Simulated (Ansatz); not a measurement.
# Ni2SbTe (P-6m2) in Ansatz: convergence with wavefunction cutoff

Aim: find how far wavefunction cutoff must go before the results for Ni2SbTe settle, at PBEsol. This setting moves, with any that are tied to it; all else stays.

Program: Ansatz 0.2.0. These are calculated values, not measurements. Logs are shortened: lines on timing, memory, paths and dates and some standing lists are left out, and cuts for length are marked.

### 1 The structure

The structure is hexagonal, space group P-6m2 (No. 187). Conventional cell: a = 3.966 Å, b = 3.966 Å, c = 5.203 Å, α = 90.00°, β = 90.00°, γ = 120.00°. Around Te (site symmetry -6m2) lie 6 Ni at 2.64 Å. Sb (site symmetry -6m2) is surrounded by 6 Ni at 2.63 Å. Ni (site symmetry 3m) has 2 Ni at 2.57 to 2.63 Å and 3 Sb at 2.63 Å and 3 Te at 2.64 Å as nearest neighbours.

The cell comes from a database or a generator and needn't be the stable form of this composition.

### 2 With wavefunction cutoff 400 eV

Input file input.yaml:

```yaml
crystal:
  lattice:
    - [3.9656228857, 0.0, 0.0]
    - [-1.9828114428, 3.4343301608, 0.0]
    - [0.0, 0.0, 5.20348244]
  atoms:
    - { symbol: Te, position: [0.3333333333, 0.6666666667, 0.0] }
    - { symbol: Sb, position: [0.6666666667, 0.3333333333, 0.5] }
    - { symbol: Ni, position: [0.0, 0.0, 0.2531824], spin: 1.0 }
    - { symbol: Ni, position: [0.0, 0.0, 0.7468176], spin: 1.0 }
hamiltonian:
  xc: pbesol
  pseudopotentials: { kind: paw, source: jth, xc_functional: pbe }
magnetization:
  spin_polarized: true
kpoints:
  mp_grid: { grid: [7, 7, 5] }
scf:
  occupations: { method: fermi_dirac, width: 0.05 }
output:
  forces: true
  stress: true
  eigenvalues: true
basis:
  ecutwfc: "400 eV"
```

Potentials or basis: JTH PAW.

Run with:

```
$ ansatz run input.yaml --threads 2 --pin off --max-ram 5632MiB --backend cpu --events-out ev --progress --plain --runs-dir out
```

The log of the run:

```text
Warning: basis.ecutwfc = 400 eV is below the records' recommended 2400 eV, and the density's cutoff is lower with it unless basis.ecutrho_ratio is high enough to keep the records' density cutoff: compare with a run at a higher cutoff
Warning: the checks of this Te dataset prove no rule for summing its radial tables, as where they were carried onto another mesh than they were made on, and Gregory's rule is taken, under which a leading mesh point left out moves its sums only by what lay on the interval it spanned. That does not make them correct, and they differ from Quantum ESPRESSO's on this file; a re-export a fraction of a mesh step off can move them. hamiltonian.pseudopotentials.radial_quadrature: simpson_from_first_knot sums it by `pw.x`'s rule; on a PAW file no value gives `pw.x`'s numbers. What more to know: hamiltonian.pseudopotentials.radial_quadrature, in the input reference
Warning: the checks of this Sb dataset prove no rule for summing its radial tables, as where they were carried onto another mesh than they were made on, and Gregory's rule is taken, under which a leading mesh point left out moves its sums only by what lay on the interval it spanned. That does not make them correct, and they differ from Quantum ESPRESSO's on this file; a re-export a fraction of a mesh step off can move them. hamiltonian.pseudopotentials.radial_quadrature: simpson_from_first_knot sums it by `pw.x`'s rule; on a PAW file no value gives `pw.x`'s numbers. What more to know: hamiltonian.pseudopotentials.radial_quadrature, in the input reference
Warning: the checks of this Ni dataset prove no rule for summing its radial tables, as where they were carried onto another mesh than they were made on, and Gregory's rule is taken, under which a leading mesh point left out moves its sums only by what lay on the interval it spanned. That does not make them correct, and they differ from Quantum ESPRESSO's on this file; a re-export a fraction of a mesh step off can move them. hamiltonian.pseudopotentials.radial_quadrature: simpson_from_first_knot sums it by `pw.x`'s rule; on a PAW file no value gives `pw.x`'s numbers. What more to know: hamiltonian.pseudopotentials.radial_quadrature, in the input reference
Warning: RAYON_NUM_THREADS=2 ignored (pool sized by the plan → 2); use --threads N
Engine: ansatz 0.2.0, x86_64-unknown-linux-gnu
Pseudopotentials: kind: paw
Pseudopotential: Te, paw, valence charge 6, recommended cutoff 540 eV (normal), Te.paw.azcp
Pseudopotential: Sb, paw, valence charge 15, recommended cutoff 1950 eV (normal), Sb.paw.azcp
Pseudopotential: Ni, paw, valence charge 18, recommended cutoff 2400 eV (normal), Ni.paw.azcp
Functional definition: PBEsol
  exchange = pbesol_x
  correlation = pbesol_c
Crystal: 4 atoms, lattice volume = 70.868 Å³
Basis set: ecut = 400 eV, 1277 PW (Γ), exchange–correlation on 54×54×72 points (8 copies of the dense FFT grid, shifted against one another)
Bands: 36, of which v1, the nominal top of the filled ones, is band 29 counted from 1 (28 counted from 0)
Symmetry: 12 space group operations
Space group: P-6m2 (ITA 187), of the structure as read, at distance tolerance 4.1e-5 Å
Magnetic group: BNS 187.209 (UNI 1439), of the structure as read, at distance tolerance 4.1e-5 Å
k-points: 24 of 245 (time reversal used)
Non-local potential: Te, projectors of the file, l = 0: 2, l = 1: 2
Non-local potential: Sb, projectors of the file, l = 0: 2, l = 1: 2, l = 2: 2
Non-local potential: Ni, projectors of the file, l = 0: 2, l = 1: 2, l = 2: 2
PAW form: soft (Blöchl's): semilocal exchange-correlation on the pseudo side does not see the compensation charge
PAW frozen core: Sb, regenerated for the run's functional, and the local potential with it (the file was generated under x = pbe(κ = 0.804, μ = 0.2195149727645171), c = pbe(β = 0.06672455060314922))
[... 27 lines left out ...]
SCF converged after 13 iterations
Magnetization: -0.0000 μB (28.5000 up, 28.5000 down)
Absolute magnetization: 0.0000 μB (∫|ρ↑−ρ↓|, with the PAW one-centre terms)
Spin contamination: 0.0000 ħ² per cell (⟨S²⟩ above its minimum at these occupations)
Per-site moments (μB) at R_I (Å): [(1.379262039311585e-8, 1.0896308498223544), (-4.878083671678575e-9, 1.0828820196393958), (-1.6900239313816284e-7, 1.059556614173429), (-1.6900239311047926e-7, 1.059556614173429)]
Free energy (F): -22841.143959 eV
Harris-Foulkes:  -22841.143959 eV  (|F-HF|=1.29e-9)
Internal energy: -22841.126587 eV  (E = F + TS)
E sigma→0 (E₀):  -22841.135273 eV
Entropy (-TS):   -0.017372 eV (-4.343 meV/atom)
Fermi energy:    14.130267 eV
--- Per-component energies (eV) ---
  E_band       = -787.274230
  E_kinetic    = 1849.337226
  E_local      = -10385.600140  (includes V_loc(G=0)·N_el)
  E_nonlocal   = 282.922978
  E_hartree    = 3918.569079
  E_xc         = -548.057169
  E_vxc        = -644.268347  (∫ρ·V_xc dr)
  E_paw        = -11350.029070  (= ΣΔE_a)
  E_vpaw       = 273.201753  (= ΣTr[D̂ρ^β])
  E_aug_tail   = -0.002385  (compensation charges beyond the density's cutoff)
  E_ewald      = -6608.992569
  E_core_change = 0.725462  (= ΣΔE_core)
  E_smearing   = -0.017372  (= −TS)
  E_closure    = 0.000000  (closes the sum)
  Σ components = -22841.143959   (vs F -22841.143959, Δ=0.00e0)
--- Forces (eV/Å), atoms counted from 1 ---
  atom   1  Te     0.00000000    -0.00000000     0.00000000
  atom   2  Sb     0.00000000    -0.00000000     0.00000000
  atom   3  Ni     0.00000000     0.00000000     0.12796738
  atom   4  Ni     0.00000000     0.00000000    -0.12796738
  max |Σ_I F_I| component: 9.02e-17 eV/Å
--- Stress (GPa, compression-positive) ---
       -1.698416      -0.000000       0.000000
        0.000000      -1.698416       0.000000
        0.000000       0.000000      -3.597946
  P = ⅓ Tr σ = -2.3316 GPa (-23.316 kbar)
--- Band table (eV; the first three rows and the last of 48) ---
  k-point 0 ↑: bands = ["-90.0376", "-90.0313", "-50.0438", "-50.0438", "-50.0380", "-49.9043", "-49.9043", "-49.8961", "-14.9643", "-14.9549", "-14.9549", "-14.9206", "-14.9206", "0.2436", "4.5881", "7.5404", "10.0129", "10.0129", "11.1188", "11.7828", "11.7828", "12.3558", "12.3558", "13.0550", "13.0550", "13.7748", "13.7748", "14.0176", "16.0562", "16.0562", "16.5127", "16.7979", "18.7417", "20.0239", "20.0240", "22.0492"]
  k-point 1 ↑: bands = ["-90.0374", "-90.0322", "-50.0928", "-50.0928", "-50.0107", "-49.9884", "-49.9884", "-49.9639", "-14.9641", "-14.9549", "-14.9549", "-14.9206", "-14.9206", "0.4084", "3.8082", "8.6196", "10.1117", "10.1117", "11.2183", "11.8098", "11.8098", "11.8627", "11.8627", "12.6522", "12.6522", "13.7590", "14.2369", "14.2369", "15.6001", "16.0457", "16.0457", "17.1110", "19.0971", "19.6923", "19.6923", "21.0060"]
  k-point 2 ↑: bands = ["-90.0359", "-90.0338", "-50.0834", "-50.0834", "-50.0341", "-50.0341", "-49.9667", "-49.9168", "-14.9639", "-14.9550", "-14.9550", "-14.9206", "-14.9206", "0.7860", "2.8069", "10.4446", "10.4537", "10.4537", "11.2029", "11.2029", "11.4952", "12.0648", "12.0648", "12.3419", "12.3419", "13.3131", "13.9379", "14.7791", "14.7791", "16.1087", "16.1087", "18.1031", "19.3010", "19.3600", "19.3600", "19.8600"]
  k-point 23 ↓: bands = ["-90.0355", "-90.0336", "-50.0577", "-50.0349", "-50.0188", "-50.0063", "-50.0003", "-49.9291", "-14.9590", "-14.9574", "-14.9565", "-14.9157", "-14.9110", "2.1688", "4.4937", "7.8346", "8.2173", "8.7085", "9.7044", "11.2224", "11.4195", "12.0842", "12.3220", "12.3587", "12.5030", "12.6938", "12.7553", "12.9055", "13.0764", "16.2900", "17.1056", "19.7318", "20.3972", "20.8955", "21.4032", "21.9595"]
```

Run time: 4.8 s. Hardware: 2 threads of Intel Xeon Platinum 8488C (Sapphire Rapids), shared host; peak memory 0.46 GiB.

Results:

- Free energy: -22841.1440 eV
- Pressure: -2.3 GPa
- Largest force: 0.128 eV/Å
- Band gap on the k mesh: none (metal or under the smearing width)
- Net moment: 0.00 μB per cell
- Absolute moment: 0.00 μB per cell

### 3 With wavefunction cutoff 500 eV

Changes to input.yaml since step 2:

```diff
@@ -24,2 +24,2 @@
 basis:
-  ecutwfc: "400 eV"
+  ecutwfc: "500 eV"
```

Potentials or basis: JTH PAW.

Run with:

```
$ ansatz run input.yaml --threads 2 --pin off --max-ram 5632MiB --backend cpu --events-out ev --progress --plain --runs-dir out
```

It took 6.3 s on 2 threads of Intel Xeon Platinum 8488C (Sapphire Rapids), shared host; peak memory 0.49 GiB.

What came out:

```
Free energy            : -22860.3589 eV
Pressure               : -2.3 GPa
Largest force          : 0.055 eV/Å
Band gap on the k mesh : none (metal or under the smearing width)
Net moment             : 0.00 μB per cell
Absolute moment        : 0.00 μB per cell
```

### 4 With wavefunction cutoff 600 eV

Changes to input.yaml since step 3:

```diff
@@ -24,2 +24,2 @@
 basis:
-  ecutwfc: "500 eV"
+  ecutwfc: "600 eV"
```

Run with:

```
$ ansatz run input.yaml --threads 2 --pin off --max-ram 5632MiB --backend cpu --events-out ev --progress --plain --runs-dir out
```

Wall time 7.6 s (2 threads of Intel Xeon Platinum 8488C (Sapphire Rapids), shared host); peak memory 0.5 GiB.

What came out:

- Free energy: -22861.9636 eV
- Pressure: -1.9 GPa
- Largest force: 0.074 eV/Å
- Band gap on the k mesh: none (metal or under the smearing width)
- Net moment: 0.00 μB per cell
- Absolute moment: 0.00 μB per cell

### 5 With wavefunction cutoff 700 eV

Changes to input.yaml since step 4:

```diff
@@ -24,2 +24,2 @@
 basis:
-  ecutwfc: "600 eV"
+  ecutwfc: "700 eV"
```

Run with:

```
$ ansatz run input.yaml --threads 2 --pin off --max-ram 5632MiB --backend cpu --events-out ev --progress --plain --runs-dir out
```

Run time: 9.1 s. Hardware: 2 threads of Intel Xeon Platinum 8488C (Sapphire Rapids), shared host; peak memory 0.55 GiB.

What came out:

* Free energy: -22862.0547 eV
* Pressure: -1.9 GPa
* Largest force: 0.073 eV/Å
* Band gap on the k mesh: none (metal or under the smearing width)
* Net moment: 0.00 μB per cell
* Absolute moment: 0.00 μB per cell

### 6 With wavefunction cutoff 850 eV

Changes to input.yaml since step 5:

```diff
@@ -24,2 +24,2 @@
 basis:
-  ecutwfc: "700 eV"
+  ecutwfc: "850 eV"
```

Potentials or basis: JTH PAW.

Run with:

```
$ ansatz run input.yaml --threads 2 --pin off --max-ram 5632MiB --backend cpu --events-out ev --progress --plain --runs-dir out
```

Wall time 11 s (2 threads of Intel Xeon Platinum 8488C (Sapphire Rapids), shared host); peak memory 0.63 GiB.

It converged, with:

```
Free energy            : -22862.5353 eV
Pressure               : -1.9 GPa
Largest force          : 0.076 eV/Å
Band gap on the k mesh : none (metal or under the smearing width)
Net moment             : 0.00 μB per cell
Absolute moment        : 0.00 μB per cell
```

### 7 With wavefunction cutoff 1000 eV

Changes to input.yaml since step 6:

```diff
@@ -24,2 +24,2 @@
 basis:
-  ecutwfc: "850 eV"
+  ecutwfc: "1000 eV"
```

Run with:

```
$ ansatz run input.yaml --threads 2 --pin off --max-ram 5632MiB --backend cpu --events-out ev --progress --plain --runs-dir out
```

Wall time 14 s (2 threads of Intel Xeon Platinum 8488C (Sapphire Rapids), shared host); peak memory 0.73 GiB.

The run converged. Its results:

- Free energy: -22862.8290 eV
- Pressure: -1.8 GPa
- Largest force: 0.077 eV/Å
- Band gap on the k mesh: none (metal or under the smearing width)
- Net moment: 0.00 μB per cell
- Absolute moment: 0.00 μB per cell

### 8 With wavefunction cutoff 1200 eV

Changes to input.yaml since step 7:

```diff
@@ -24,2 +24,2 @@
 basis:
-  ecutwfc: "1000 eV"
+  ecutwfc: "1200 eV"
```

Run with:

```
$ ansatz run input.yaml --threads 2 --pin off --max-ram 5632MiB --backend cpu --events-out ev --progress --plain --runs-dir out
```

Wall time 22 s (2 threads of Intel Xeon Platinum 8488C (Sapphire Rapids), shared host); peak memory 0.81 GiB.

It converged, with:

```
Free energy            : -22862.8795 eV
Pressure               : -1.8 GPa
Largest force          : 0.075 eV/Å
Band gap on the k mesh : none (metal or under the smearing width)
Net moment             : 0.00 μB per cell
Absolute moment        : 0.00 μB per cell
```

### 9 With wavefunction cutoff 1400 eV

Changes to input.yaml since step 8:

```diff
@@ -24,2 +24,2 @@
 basis:
-  ecutwfc: "1200 eV"
+  ecutwfc: "1400 eV"
```

Potentials or basis: JTH PAW.

Run with:

```
$ ansatz run input.yaml --threads 2 --pin off --max-ram 5632MiB --backend cpu --events-out ev --progress --plain --runs-dir out
```

Wall time 27 s (2 threads of Intel Xeon Platinum 8488C (Sapphire Rapids), shared host); peak memory 0.96 GiB.

It converged, with:

- Free energy: -22862.8981 eV
- Pressure: -1.8 GPa
- Largest force: 0.075 eV/Å
- Band gap on the k mesh: none (metal or under the smearing width)
- Net moment: 0.00 μB per cell
- Absolute moment: 0.00 μB per cell

### 10 With wavefunction cutoff 1700 eV

Changes to input.yaml since step 9:

```diff
@@ -24,2 +24,2 @@
 basis:
-  ecutwfc: "1400 eV"
+  ecutwfc: "1700 eV"
```

Run with:

```
$ ansatz run input.yaml --threads 2 --pin off --max-ram 5632MiB --backend cpu --events-out ev --progress --plain --runs-dir out
```

It took 31 s on 2 threads of Intel Xeon Platinum 8488C (Sapphire Rapids), shared host; peak memory 1.2 GiB.

Results (log left out):

```
Free energy            : -22862.9277 eV
Pressure               : -1.8 GPa
Largest force          : 0.076 eV/Å
Band gap on the k mesh : none (metal or under the smearing width)
Net moment             : 0.00 μB per cell
Absolute moment        : 0.00 μB per cell
```

### 11 Summary

```
wavefunction cutoff  energy less the tightest run, at zero smearing (meV/atom)  pressure (GPa)  largest force (eV/Å)  SCF cycles  CPU time (s)  peak memory (GiB)
             400 eV                                                    5445.82           -2.33                 0.128          13           9.3               0.46
             500 eV                                                     642.24           -2.26                 0.055          12            12               0.49
             600 eV                                                     241.04           -1.87                 0.074          12            15                0.5
             700 eV                                                     218.26           -1.88                 0.073          12            18               0.55
             850 eV                                                      98.11           -1.85                 0.076          12            22               0.63
            1000 eV                                                      24.69           -1.83                 0.077          12            28               0.73
            1200 eV                                                      12.07           -1.82                 0.075          12            40               0.81
            1400 eV                                                       7.40           -1.83                 0.075          12            50               0.96
            1700 eV                                                       0.00           -1.82                 0.076          12            61                1.2
```

Against the tightest run, the pressure stays within 0.1 GPa from 600 eV on; the largest force stays within 0.005 eV/Å from 600 eV on. Not settled before the last step: the energy (to 1 meV/atom). The tightest run that finished is the yardstick and may itself not be fully converged.

Caveats: the starting moments weren't kept; the cutoff lies under the one recommended for these potentials.
